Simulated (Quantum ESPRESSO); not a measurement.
## BBr2 under changes of volume

One of the cells (26.476 Å³/atom); the others are scaled copies at fixed shape and fractional positions:

```
B Br
1.0
     3.18545    1.83912    2.25964
    -3.18545    1.83912    2.25964
     0.00000   -3.67824    2.25964
B Br
1 2
Direct
  0.00000 0.00000 0.00000
  0.72024 0.72024 0.72024
  0.27976 0.27976 0.27976
```

The cell was built by a generator and needn't be a form met in nature.

```yaml
Program: Quantum ESPRESSO 7.5
Functional: LDA
Potentials_or_basis: PseudoDojo 0.4 SR PBE stringent
Cutoff: 1034 eV
Density_cutoff: 4136 eV
k_mesh: 6 × 6 × 6
Occupations: methfessel-paxton, width 0.2 eV
Spin: no spin polarisation
```

| volume (Å³/atom) | energy over the lowest point (meV/atom) | pressure (GPa) | largest force (eV/Å) |
| --- | --- | --- | --- |
| 24.887 | 0.00 | -3.4 | 1.433 |
| 25.417 | 12.19 | -3.9 | 1.498 |
| 25.946 | ? | ? | ? |
| 26.476 | 38.47 | -4.0 | 1.356 |
| 27.005 | 51.22 | -4.0 | 1.261 |
| 27.535 | 63.72 | -4.1 | 1.203 |
| 28.064 | 76.58 | -4.2 | 1.202 |

Task: What does the run at 25.946 Å³/atom give?

Result: Energy over the lowest point 25.35 meV/atom; pressure -4.0 GPa; largest force 1.451 eV/Å.

Worked out: A Birch-Murnaghan fit of order 3 (a polynomial in V^(-2/3)) to the other rows has no minimum within the range. It gives 25.22 meV/atom at 25.946 Å³/atom, against the run's 25.35, and -dE/dV = -3.9 GPa, against -4.0.

Energies are extrapolated to zero smearing.

Caveats: the potentials were made for another functional, which shifts forces and pressure; an odd number of electrons without spin polarisation forces a metal; a magnetic or distorted state may lie lower.
